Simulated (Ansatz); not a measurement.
# Alloy of Si and C (8 of 64 Si sites exchanged), 64 atoms

How does this alloy cell relax, and what gap do PBEsol and r²SCAN give?

All numbers are computed with Ansatz 0.2.0 (PAW, plane waves).

### 1 Starting point

64 atoms (8 C, 56 Si); a = 10.415 Å, b = 10.415 Å, c = 10.415 Å, α = 90.00°, β = 90.00°, γ = 90.00°. All atoms were shaken off their sites by about 0.02 Å along each axis.

Steps to follow: (2) PBEsol cell relaxation at the single k point (¼, ¼, ¼), on 1 × NVIDIA H100 80GB HBM3 with 2 threads of AMD EPYC 7R13; (3) r²SCAN single point at the single k point (¼, ¼, ¼), on 1 × NVIDIA H100 80GB HBM3 with 2 threads of AMD EPYC 7R13.

### 2 Relaxing cell and atoms with PBEsol

Contents of in.yaml:

```yaml
crystal:
  lattice:
    - [10.414622, 0.000000, 0.000000]
    - [0.000000, 10.414622, 0.000000]
    - [0.000000, 0.000000, 10.414622]
  atoms:
    - { symbol: C, position: [0.997504, 0.000086, 0.999185] }
    - { symbol: C, position: [0.496760, 0.499499, 0.997962] }
    - { symbol: C, position: [0.499057, 0.497995, 0.499191] }
    - { symbol: C, position: [0.248530, 0.250509, 0.500091] }
    - { symbol: C, position: [0.251003, 0.745475, 0.000700] }
    - { symbol: C, position: [0.247715, 0.750695, 0.497522] }
    - { symbol: C, position: [0.373036, 0.626045, 0.876081] }
    - { symbol: C, position: [0.125042, 0.376403, 0.876307] }
    - { symbol: Si, position: [0.999793, 0.996791, 0.500280] }
    - { symbol: Si, position: [0.997617, 0.501825, 0.000327] }
    - { symbol: Si, position: [0.002920, 0.500062, 0.503455] }
    - { symbol: Si, position: [0.500010, 0.002981, 0.004814] }
    - { symbol: Si, position: [0.503429, 0.999596, 0.500717] }
    - { symbol: Si, position: [0.121353, 0.123254, 0.124226] }
    - { symbol: Si, position: [0.122318, 0.126156, 0.625663] }
    - { symbol: Si, position: [0.128043, 0.624679, 0.128834] }
    - { symbol: Si, position: [0.126653, 0.625358, 0.625088] }
    - { symbol: Si, position: [0.624325, 0.124647, 0.123815] }
    - { symbol: Si, position: [0.624343, 0.125769, 0.621821] }
    - { symbol: Si, position: [0.626607, 0.627504, 0.121553] }
    - { symbol: Si, position: [0.624126, 0.622117, 0.623787] }
    - { symbol: Si, position: [0.249215, 0.247134, 0.999760] }
    - { symbol: Si, position: [0.749100, 0.251433, 0.002270] }
    - { symbol: Si, position: [0.747759, 0.249192, 0.500875] }
    - { symbol: Si, position: [0.748794, 0.750021, 0.000975] }
    - { symbol: Si, position: [0.750699, 0.750880, 0.498347] }
    - { symbol: Si, position: [0.378312, 0.373851, 0.122340] }
    - { symbol: Si, position: [0.374626, 0.373931, 0.621420] }
    - { symbol: Si, position: [0.379258, 0.873633, 0.123826] }
    - { symbol: Si, position: [0.375309, 0.873813, 0.628428] }
    - { symbol: Si, position: [0.872555, 0.375448, 0.122836] }
    - { symbol: Si, position: [0.874030, 0.376710, 0.620296] }
    - { symbol: Si, position: [0.874953, 0.874018, 0.126237] }
    - { symbol: Si, position: [0.876916, 0.875958, 0.622814] }
    - { symbol: Si, position: [0.248888, 0.000736, 0.251818] }
    - { symbol: Si, position: [0.249966, 0.999504, 0.749509] }
    - { symbol: Si, position: [0.253835, 0.501266, 0.250666] }
    - { symbol: Si, position: [0.253328, 0.500005, 0.750832] }
    - { symbol: Si, position: [0.747754, 0.002040, 0.251176] }
    - { symbol: Si, position: [0.752062, 0.002044, 0.751591] }
    - { symbol: Si, position: [0.749372, 0.497107, 0.249348] }
    - { symbol: Si, position: [0.752422, 0.500057, 0.749955] }
    - { symbol: Si, position: [0.373225, 0.127897, 0.374907] }
    - { symbol: Si, position: [0.376247, 0.125380, 0.874108] }
    - { symbol: Si, position: [0.376215, 0.626046, 0.376812] }
    - { symbol: Si, position: [0.874784, 0.126102, 0.374293] }
    - { symbol: Si, position: [0.870936, 0.124956, 0.873238] }
    - { symbol: Si, position: [0.876839, 0.624592, 0.373166] }
    - { symbol: Si, position: [0.870862, 0.623505, 0.874200] }
    - { symbol: Si, position: [0.000001, 0.247772, 0.250090] }
    - { symbol: Si, position: [0.999927, 0.249756, 0.752565] }
    - { symbol: Si, position: [0.000778, 0.750008, 0.250966] }
    - { symbol: Si, position: [0.997769, 0.749525, 0.750950] }
    - { symbol: Si, position: [0.498114, 0.246276, 0.246600] }
    - { symbol: Si, position: [0.501014, 0.248255, 0.749170] }
    - { symbol: Si, position: [0.500649, 0.750828, 0.250197] }
    - { symbol: Si, position: [0.498731, 0.752034, 0.747468] }
    - { symbol: Si, position: [0.122875, 0.377104, 0.372097] }
    - { symbol: Si, position: [0.125491, 0.873591, 0.376597] }
    - { symbol: Si, position: [0.125216, 0.874980, 0.875751] }
    - { symbol: Si, position: [0.625497, 0.376435, 0.375473] }
    - { symbol: Si, position: [0.624531, 0.372753, 0.875625] }
    - { symbol: Si, position: [0.628758, 0.874670, 0.374877] }
    - { symbol: Si, position: [0.625391, 0.874245, 0.876563] }
  symmetry: { detect: false }
kpoints:
  mp_grid: { grid: [1, 1, 1], shift: [0.25, 0.25, 0.25] }
hamiltonian:
  xc: pbesol
scf:
  occupations: { method: fermi_dirac, width: 0.01 }
relax:
  f_tol: 0.03
  max_steps: 80
  escape_saddle: false
  adjacent_minimum: "off"
  cell: { fix: [shape] }
output:
  forces: true
  eigenvalues: true
  populations: true
```

Launch:

```console
$ ansatz run in.yaml --threads 2 --pin off --max-ram 20900MiB --runs-dir r --events-out ev --progress --plain --backend cuda --devices 0, --max-vram 18GiB
```

The log of the run:

```text
Pseudopotentials: kind: paw
Functional definition: PBEsol
  exchange = pbesol_x
  correlation = pbesol_c
Crystal: 64 atoms, lattice volume = 1129.615 Å³
Basis set: ecut = 420 eV, 22119 PW (Γ), exchange–correlation on 144×144×144 points (8 copies of the dense FFT grid, shifted against one another)
Bands: 192, of which v1, the nominal top of the filled ones, is band 128 counted from 1 (127 counted from 0)
Symmetry: 1 space group operations
k-points: 1
Non-local potential: C, projectors of the file, l = 0: 2, l = 1: 2, l = 2: 1
Non-local potential: Si, projectors of the file, l = 0: 2, l = 1: 2, l = 2: 2
PAW form: soft (Blöchl's): semilocal exchange-correlation on the pseudo side does not see the compensation charge
PAW frozen core: C, regenerated for the run's functional, and the local potential with it (the file was generated under x = pbe(κ = 0.804, μ = 0.2195149727645171), c = pbe(β = 0.06672455060314922))
PAW frozen core: Si, regenerated for the run's functional, and the local potential with it (the file was generated under x = pbe(κ = 0.804, μ = 0.2195149727645171), c = pbe(β = 0.06672455060314922))
PAW one-centre angular grid: C, 110 points (default); XC on 64 Gauss nodes
PAW one-centre angular grid: Si, 110 points (default); XC on 64 Gauss nodes
Initial density: superposition of atomic densities (neutral atoms: chi_scale 0, normalization atom), corrected by the library's trained network
Initial wavefunctions: pseudopotential atomic-orbital guess
Functional: x = pbesol(κ = 0.804, μ = 0.12345679012345678), c = pbesol(β = 0.046)
SCF iter   1: F=—  HF=-36750.139288 eV  |F-HF|=—  |Δ(HF+E_count)|=         —  Δρ=6.45e-3  dr2=1.00e0  ethr=1.77e-3  ⟨swp⟩=6.0  Hψ=886  notcnv=0  defer=42
preconditioner: auto → Resta (q_TF=auto, 2.130 Å⁻¹)  ε∞=5.7  [insulator: Δε(μ)=0.765 eV  Ē_g=8.166 eV  σ=0.010 eV  W_gap=1.00  n_scr=178 (ndim 8)  ℏωp=17.7 eV  f_vac=0.000  D(μ)=0.00/eV (n_scr^D=0)  ε∞_Penn≈5.7]
SCF iter   2: F=—  HF=-36750.008016 eV  |F-HF|=—  |Δ(HF+E_count)|=   1.31e-1  Δρ=2.64e-3  dr2=1.59e-1  ethr=3.92e-4  ⟨swp⟩=1.0  Hψ=221  notcnv=0  defer=56
SCF iter   3: F=—  HF=-36749.981228 eV  |F-HF|=—  |Δ(HF+E_count)|=   2.68e-2  Δρ=5.75e-4  dr2=4.32e-3  ethr=6.22e-5  ⟨swp⟩=2.0  Hψ=190  notcnv=0  defer=58
SCF iter   4: F=—  HF=-36749.979565 eV  |F-HF|=—  |Δ(HF+E_count)|=   1.66e-3  Δρ=1.00e-4  dr2=1.88e-4  ethr=1.69e-6  ⟨swp⟩=2.0  Hψ=236  notcnv=0  defer=58
SCF iter   5: F=—  HF=-36749.982279 eV  |F-HF|=—  |Δ(HF+E_count)|=   2.71e-3  Δρ=2.97e-5  dr2=1.21e-5  ethr=7.34e-8  ⟨swp⟩=2.0  Hψ=242  notcnv=0  defer=58
SCF iter   6: F=—  HF=-36749.982189 eV  |F-HF|=—  |Δ(HF+E_count)|=   9.03e-5  Δρ=5.29e-6  dr2=4.09e-7  ethr=4.72e-9  ⟨swp⟩=2.0  Hψ=311  notcnv=0  defer=58
SCF iter   7: F=-36749.982189 eV  HF=-36749.982189 eV  |F-HF|=6.87e-9  |Δ(HF+E_count)|=   1.65e-7  Δρ=1.30e-6  dr2=2.87e-8  ethr=3.91e-11  ⟨swp⟩=18.0  Hψ=1220  notcnv=0
SCF 1 converged in 7 iterations: F = -36749.982189 eV  dr2 = 2.87e-8
relax step   1: F+E_penalty+E_count = -36749.98218914 eV  Δ(F+E_penalty+E_count) = +0.000e0 eV  max|allowed force component| = 3.824e0 eV/Å  Δτ_max = 0.0000 Å  P = +3.103 GPa  Ω = 1129.615 Å³  fix = [alpha, beta, gamma, b/a, c/a]  reactions: b/a +0.133, c/a -0.206 GPa; alpha +1.272, beta +1.231, gamma +1.095 GPa/rad  (7 SCF iters, dr2 threshold 1.00e-7 eV, accepted)
[... from here on, the SCF cycles and remarks between the steps are left out ...]
relax step   2: F+E_penalty+E_count = -36761.23637246 eV  Δ(F+E_penalty+E_count) = -1.125e1 eV  max|allowed force component| = 1.813e0 eV/Å  Δτ_max = 0.1997 Å  P = -0.156 GPa  Ω = 1125.711 Å³  energy of the carried Pulay correction = +1.506e-3 eV  fix = [alpha, beta, gamma, b/a, c/a]  reactions: b/a -0.036, c/a +0.015 GPa; alpha +1.270, beta +1.228, gamma +1.360 GPa/rad  (6 SCF iters, dr2 threshol [...]
relax step   3: F+E_penalty+E_count = -36765.40314386 eV  Δ(F+E_penalty+E_count) = -4.167e0 eV  max|allowed force component| = 9.697e-1 eV/Å  Δτ_max = 0.2000 Å  P = -1.655 GPa  Ω = 1125.116 Å³  energy of the carried Pulay correction = +1.736e-3 eV  fix = [alpha, beta, gamma, b/a, c/a]  reactions: b/a -0.031, c/a +0.089 GPa; alpha +1.231, beta +1.219, gamma +1.353 GPa/rad  (6 SCF iters, dr2 thresho [...]
relax step   4: F+E_penalty+E_count = -36766.39351030 eV  Δ(F+E_penalty+E_count) = -9.904e-1 eV  max|allowed force component| = 1.106e0 eV/Å  Δτ_max = 0.1582 Å  P = +1.460 GPa  Ω = 1087.154 Å³  energy of the carried Pulay correction = +1.667e-2 eV  fix = [alpha, beta, gamma, b/a, c/a]  reactions: b/a +0.052, c/a +0.158 GPa; alpha +1.250, beta +1.257, gamma +1.152 GPa/rad  (7 SCF iters, dr2 thresho [...]
relax step   5: F+E_penalty+E_count = -36766.60306274 eV  Δ(F+E_penalty+E_count) = -2.096e-1 eV  max|allowed force component| = 1.161e0 eV/Å  Δτ_max = 0.2000 Å  P = -0.076 GPa  Ω = 1099.566 Å³  energy of the carried Pulay correction = +1.173e-2 eV  fix = [alpha, beta, gamma, b/a, c/a]  reactions: b/a -0.007, c/a +0.246 GPa; alpha +1.346, beta +1.235, gamma +1.222 GPa/rad  (7 SCF iters, dr2 thresho [...]
relax step   6: F+E_penalty+E_count = -36766.81969490 eV  Δ(F+E_penalty+E_count) = -2.166e-1 eV  max|allowed force component| = 2.636e-1 eV/Å  Δτ_max = 0.1318 Å  P = +0.054 GPa  Ω = 1098.562 Å³  energy of the carried Pulay correction = +1.213e-2 eV  fix = [alpha, beta, gamma, b/a, c/a]  reactions: b/a +0.041, c/a +0.148 GPa; alpha +1.258, beta +1.145, gamma +1.302 GPa/rad  (6 SCF iters, dr2 thresh [...]
relax step   7: F+E_penalty+E_count = -36766.82852317 eV  Δ(F+E_penalty+E_count) = -8.828e-3 eV  max|allowed force component| = 1.390e-1 eV/Å  Δτ_max = 0.0467 Å  P = +0.023 GPa  Ω = 1099.288 Å³  energy of the carried Pulay correction = +1.184e-2 eV  fix = [alpha, beta, gamma, b/a, c/a]  reactions: b/a +0.005, c/a +0.196 GPa; alpha +1.321, beta +1.182, gamma +1.202 GPa/rad  (5 SCF iters, dr2 thresh [...]
relax step   8: F+E_penalty+E_count = -36766.84102852 eV  Δ(F+E_penalty+E_count) = -1.251e-2 eV  max|allowed force component| = 1.624e-2 eV/Å  Δτ_max = 0.0152 Å  P = -0.002 GPa  Ω = 1099.361 Å³  energy of the carried Pulay correction = +1.181e-2 eV  fix = [alpha, beta, gamma, b/a, c/a]  reactions: b/a +0.018, c/a +0.181 GPa; alpha +1.281, beta +1.169, gamma +1.243 GPa/rad  (5 SCF iters, dr2 thresh [...]
relax step   9: F+E_penalty+E_count = -36766.83010374 eV  Δ(F+E_penalty+E_count) = +1.092e-2 eV  max|allowed force component| = 1.608e-2 eV/Å  Δτ_max = 0.0000 Å  P = -0.016 GPa  Ω = 1099.361 Å³  fix = [alpha, beta, gamma, b/a, c/a]  reactions: b/a +0.018, c/a +0.182 GPa; alpha +1.281, beta +1.168, gamma +1.243 GPa/rad  stress off target by 1.61e-2 GPa on what of the cell is left free  SCF on the b [...]
SCF converged after 6 iterations
Free energy (F): -36766.830104 eV
Harris-Foulkes:  -36766.830104 eV  (|F-HF|=1.89e-10)
Internal energy: -36766.830104 eV  (E = F + TS)
E sigma→0 (E₀):  -36766.830104 eV
Fermi energy:    7.275494 eV
--- Per-component energies (eV) ---
  E_band       = 409.955552
  E_kinetic    = 2983.687288
  E_local      = -2651.915752  (includes V_loc(G=0)·N_el)
  E_nonlocal   = 1669.816545
  E_hartree    = 853.429058
  E_xc         = -3453.553696
  E_vxc        = -3110.350043  (∫ρ·V_xc dr)
  E_paw        = -28700.653454  (= ΣΔE_a)
  E_vpaw       = -188.141057  (= ΣTr[D̂ρ^β])
  E_aug_tail   = 0.000387  (compensation charges beyond the density's cutoff)
  E_ewald      = -7469.576680
  E_core_change = 1.936201  (= ΣΔE_core)
  E_smearing   = -0.000000  (= −TS)
  E_closure    = 0.000000  (closes the sum)
  Σ components = -36766.830104   (vs F -36766.830104, Δ=0.00e0)
--- Forces (eV/Å), atoms counted from 1 ---
  atom   1  C      0.00213528    -0.00258268     0.00059008
  atom   2  C     -0.00989004     0.00374840     0.00089130
  atom   3  C      0.00136523    -0.00049458    -0.00514677
  atom   4  C      0.00033898    -0.00071996    -0.00192825
  atom   5  C      0.01017661    -0.01607749     0.00181770
  atom   6  C     -0.00045488    -0.00213479    -0.00755208
  atom   7  C      0.00357089    -0.00379760    -0.00181868
  atom   8  C     -0.00367718    -0.00130831    -0.00551636
  atom   9  Si     0.00255658    -0.00131522     0.00046256
  atom  10  Si    -0.00120817    -0.00191812     0.00006593
  atom  11  Si    -0.00156403    -0.00157242    -0.00110319
  atom  12  Si     0.00108653    -0.00194601    -0.00359536
  atom  13  Si     0.00194541     0.00156311    -0.00104000
  atom  14  Si    -0.00140627     0.00238501     0.00439591
  atom  15  Si     0.00336299    -0.00316035     0.00062827
  atom  16  Si     0.00134198     0.00056615     0.00072343
  atom  17  Si     0.00077624     0.00061227     0.00614832
  atom  18  Si    -0.00117172    -0.00256315     0.00452281
  atom  19  Si    -0.00164591    -0.00074959     0.00110030
  atom  20  Si     0.00352535     0.00390305     0.00842898
  atom  21  Si    -0.00500054    -0.00274583     0.00712612
  atom  22  Si     0.00443041     0.00348109     0.00272626
  atom  23  Si    -0.00199103     0.00258947    -0.00339127
  atom  24  Si    -0.00310495    -0.00068812     0.00073043
  atom  25  Si    -0.00215981    -0.00225563    -0.00134349
  atom  26  Si     0.00248539     0.00223461    -0.00015577
  atom  27  Si    -0.00301145     0.00443839    -0.00380358
  atom  28  Si     0.00452212    -0.00025484     0.00533936
  atom  29  Si     0.00321469     0.00201363     0.00725863
  atom  30  Si     0.00011146    -0.00574905     0.00713734
  atom  31  Si     0.00180010    -0.00063256     0.00283129
  atom  32  Si     0.00179148     0.00372726    -0.00301266
  atom  33  Si    -0.00611099     0.00204587     0.00229131
  atom  34  Si    -0.00440528     0.00112164     0.00386877
  atom  35  Si     0.00140759     0.00079215     0.00024113
  atom  36  Si    -0.00120552     0.00032055    -0.00206079
  atom  37  Si     0.00217874     0.00303190    -0.00287235
  atom  38  Si    -0.00401626     0.00562252    -0.00328355
  atom  39  Si    -0.00161397    -0.00001555     0.00207596
  atom  40  Si     0.00222886     0.00265805    -0.00386816
  atom  41  Si    -0.00628563     0.00420487     0.00460170
  atom  42  Si     0.00521115    -0.00213184     0.00180079
  atom  43  Si     0.00118054    -0.00026475     0.00180147
  atom  44  Si     0.00322995     0.00455701    -0.00182878
  atom  45  Si     0.00176175     0.00166688     0.00537523
  atom  46  Si     0.00044190    -0.00061572    -0.00428016
  atom  47  Si    -0.00309050     0.00261307    -0.00027260
  atom  48  Si     0.00322744    -0.00221684    -0.00074997
  atom  49  Si    -0.00261624    -0.00016746    -0.00117121
  atom  50  Si     0.00057495     0.00250573     0.00016802
  atom  51  Si     0.00483795     0.00521906     0.00151240
  atom  52  Si     0.00156733     0.00169516     0.00008041
  atom  53  Si    -0.00037504    -0.00031209    -0.00309215
  atom  54  Si    -0.00231116     0.00366993    -0.00054496
  atom  55  Si    -0.00133074    -0.00238368    -0.00316843
  atom  56  Si    -0.00370069    -0.00243524    -0.00773110
  atom  57  Si    -0.00278361    -0.00376982    -0.00100493
  atom  58  Si    -0.00281429    -0.00074169    -0.00157489
  atom  59  Si     0.00315103    -0.00234347     0.00642348
  atom  60  Si     0.00149660    -0.00585759    -0.00463382
  atom  61  Si     0.00176634     0.00447691    -0.00190054
  atom  62  Si    -0.00040560    -0.00005668    -0.00923040
  atom  63  Si    -0.00292769    -0.00332318    -0.00102995
  atom  64  Si    -0.00251951     0.00183606     0.00053287
  max |Σ_I F_I| component: 7.64e-6 eV/Å
--- Stress (GPa, compression-positive) ---
       -0.215335      -1.242582      -1.168158
       -1.242582       0.001647      -1.280986
       -1.168158      -1.280986       0.165535
  P = ⅓ Tr σ = -0.0161 GPa (-0.161 kbar)
--- Band table (eV) ---
  k-point 0: bands = [... 116 lower levels ..., "5.8498", "5.9165", "5.9979", "6.0282", "6.0961", "6.1928", "6.4236", "6.5298", "6.6172", "6.7058", "6.9805", "7.0692", "7.4818", "7.7292", "7.8547", "7.9725", "8.2772", "8.3627", "8.4701", "8.5416", "8.7056", "8.7599", "8.8504", "8.9231", ... 52 higher levels ...]
--- Relaxed structure (8 steps of the walk, 8 accepted, 1 SCFs on fresh bases) ---
  F+E_penalty+E_count = -36766.83010374 eV   max|allowed force component| = 1.608e-2 eV/Å   (the final SCF, on the basis selected at the relaxed cell)
  cell:  # Å, volume = 1099.3608 Å³
    - [10.320801152835376, -5.470158168855471e-111, -9.444621447553625e-111]
    - [-5.470158168855471e-111, 10.320801152835376, -4.1462166738026685e-113]
    - [-9.444621447553625e-111, -4.1462166738026685e-113, 10.320801152835376]
  atoms:
    - { symbol: C, position: [1.0154042756913841, -0.011314554173970965, 0.9993716359942468] }
    - { symbol: C, position: [0.4674369126194198, 0.5272139686511791, 0.9866516160734498] }
[... 62 atoms left out; the next input holds them all, rounded ...]
--- Löwdin populations: 64 sites ---
  site symbol       q [e]
     0      C      4.7855
     1      C      4.5390
     2      C      4.8016
     3      C      4.7889
     4      C      4.5386
     5      C      4.8055
     6      C      4.3082
     7      C      4.7965
     8     Si      3.9957
     9     Si      3.7047
    10     Si      3.9726
    11     Si      3.9889
    12     Si      3.9895
    13     Si      3.7273
    14     Si      3.7161
    15     Si      3.7266
    16     Si      3.7314
    17     Si      3.9592
    18     Si      3.9529
    19     Si      3.7435
    20     Si      3.7327
    21     Si      3.7320
    22     Si      3.9701
    23     Si      3.9756
    24     Si      4.0024
    25     Si      3.9738
    26     Si      3.7286
    27     Si      3.5069
    28     Si      3.7351
    29     Si      3.7207
    30     Si      3.9776
    31     Si      3.9811
    32     Si      3.6771
    33     Si      3.9598
    34     Si      4.0143
    35     Si      4.0203
    36     Si      4.0559
    37     Si      3.5614
    38     Si      4.0007
    39     Si      3.9839
    40     Si      3.9717
    41     Si      3.9985
    42     Si      3.6867
    43     Si      3.9756
    44     Si      3.4527
    45     Si      3.9716
    46     Si      3.7205
    47     Si      3.9585
    48     Si      3.9866
    49     Si      4.0085
    50     Si      3.7290
    51     Si      4.0141
    52     Si      4.0086
    53     Si      4.0050
    54     Si      4.0197
    55     Si      4.0389
    56     Si      3.7590
    57     Si      3.7047
    58     Si      3.7150
    59     Si      3.5401
    60     Si      3.7127
    61     Si      3.7620
    62     Si      3.9612
    63     Si      3.9624
  spilling = 0.009590 (of n_electrons = 256.000000)
```

Run time: 16 s. Hardware: 1 × NVIDIA H100 80GB HBM3 with 2 threads of AMD EPYC 7R13, shared host; peak host memory 1.4 GiB.

The walk (solves on a freshly chosen basis count as rows, and their energies jump a little):

```csv
accepted step,energy change (eV),largest force component (eV/Å),SCF cycles,pressure (GPa)
1,0.000,3.824,7,3.10
2,-11.254,1.813,6,-0.16
3,-15.421,0.970,6,-1.66
4,-16.411,1.106,7,1.46
5,-16.621,1.161,7,-0.08
6,-16.838,0.264,6,0.05
7,-16.846,0.139,5,0.02
8,-16.859,0.016,5,0.00
9,-16.848,0.016,6,-0.02
```

Largest shifts, less the median shift:

| atom | shift (Å) | dx | dy | dz |
| --- | --- | --- | --- | --- |
| Si62 | 0.522 | -0.345 | 0.339 | 0.197 |
| Si57 | 0.505 | -0.305 | -0.313 | 0.253 |
| Si47 | 0.493 | 0.426 | -0.158 | 0.193 |
| C2 | 0.438 | -0.303 | 0.295 | -0.111 |
| Si15 | 0.436 | 0.282 | 0.302 | -0.139 |
| Si51 | 0.432 | 0.344 | 0.189 | 0.182 |
| Si61 | 0.432 | -0.282 | 0.239 | 0.224 |
| Si21 | 0.406 | -0.357 | -0.164 | -0.102 |

|  | before | after | change |
| --- | --- | --- | --- |
| a (Å) | 10.415 | 10.321 | -0.90 % |
| b (Å) | 10.415 | 10.321 | -0.90 % |
| c (Å) | 10.415 | 10.321 | -0.90 % |
| volume (Å³/atom) | 17.650 | 17.178 | -2.68 % |

Bonds in the relaxed cell, counted within a distance cut:

```csv
pair,count,mean (Å),spread (Å),least,most
C–C,2,1.716,0.044,1.673,1.760
C–Si,28,1.978,0.055,1.924,2.190
Si–Si,98,2.335,0.046,2.253,2.498
```

Top filled level 7.069 eV, lowest empty level 7.482 eV: 0.41 eV apart at the single k point (¼, ¼, ¼).

(Part 1 of 2 ends here.)
